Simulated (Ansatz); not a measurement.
# Zr2Ir: the cost of one run

Method: DFT PBEsol, scalar-relativistic, plane waves, PAW, in Ansatz 0.2.0.

1 further run of the same task is left out (set aside as unsound or not needed).

### Step 1. Starting point

The structure is tetragonal, space group I4/mcm (No. 140). Conventional cell: a = 6.461 Å, b = 6.461 Å, c = 5.649 Å, α = 90.00°, β = 90.00°, γ = 90.00°. Zr (site symmetry m2m) has 4 Ir at 2.79 Å and 3 Zr at 3.09 to 3.19 Å in its first shell of neighbours. Ir (site symmetry 422) is surrounded by 8 Zr at 2.79 Å and 2 Ir at 2.82 Å.

Structure file:

```cif
data_structure
_symmetry_space_group_name_H-M 'P 1'
_symmetry_Int_Tables_number 1
_cell_length_a 5.3715
_cell_length_b 5.3715
_cell_length_c 5.3715
_cell_angle_alpha 106.053
_cell_angle_beta 106.053
_cell_angle_gamma 116.547
_cell_volume 117.92
loop_
_atom_site_label
_atom_site_type_symbol
_atom_site_fract_x
_atom_site_fract_y
_atom_site_fract_z
_atom_site_occupancy
Zr1 Zr 0.66915 0.16915 0.83830 1
Zr2 Zr 0.33085 0.83085 0.16170 1
Zr3 Zr 0.83085 0.66915 0.50000 1
Zr4 Zr 0.16915 0.33085 0.50000 1
Ir1 Ir 0.75000 0.75000 0.00000 1
Ir2 Ir 0.25000 0.25000 0.00000 1
```

It goes back to an entry of the Materials Project, which need not be the stable form.

This cell was relaxed beforehand with the same method: volume 19.65 Å³/atom, gap on the mesh none (metal).

### Step 2. Static run: bands, density of states and charges

input.yaml reads:

```yaml
crystal:
  lattice:
    - [-3.2306412567, 3.2306412567, 2.8246613205]
    - [3.2306412567, -3.2306412567, 2.8246613205]
    - [3.2306412567, 3.2306412567, -2.8246613205]
  atoms:
    - { symbol: Zr, position: [0.6691524692, 0.1691524692, 0.8383049384] }
    - { symbol: Zr, position: [0.3308475308, 0.8308475308, 0.1616950616] }
    - { symbol: Zr, position: [0.8308475308, 0.6691524692, 0.5] }
    - { symbol: Zr, position: [0.1691524692, 0.3308475308, 0.5] }
    - { symbol: Ir, position: [0.75, 0.75, 0.0] }
    - { symbol: Ir, position: [0.25, 0.25, 0.0] }
basis:
  ecutwfc: 420
kpoints:
  mp_grid: { grid: [8, 8, 8] }
  band_path:
    path:
      - [[0.0, 0.0, 0.0], [0.0, 0.0, 0.5], [-0.5, 0.5, 0.5], [0.0, 0.0, 0.0], [0.44111523, 0.44111523, -0.44111523]]
      - [[-0.44111523, 0.55888477, 0.44111523], [-0.5, 0.5, 0.5]]
      - [[0.0, 0.0, 0.5], [0.25, 0.25, 0.25], [0.0, 0.5, 0.0], [0.0, 0.0, 0.0]]
    npoints: 14
hamiltonian:
  xc: pbesol
scf:
  occupations: { method: gaussian, width: 0.1 }
  n_extra_bands: 15
output:
  forces: true
  stress: true
  eigenvalues: true
  populations: true
  dos: { projected: true, de: 0.02, nscf_kmesh: { grid: [12, 12, 12] } }
  bader: true
  write_density: true
  write_potential: true
  elf: true
  volumetric_format: npy
```

Run with:

```console
$ ansatz run input.yaml --threads 2 --pin off --max-ram 5120MiB --backend cpu --events-out ev --progress --plain --runs-dir out
```

**Question.** How long does this run take on 2 threads of Arm Neoverse V2, shared host, and how much memory does it need?

About 52 s, with a peak of 0.84 GiB.
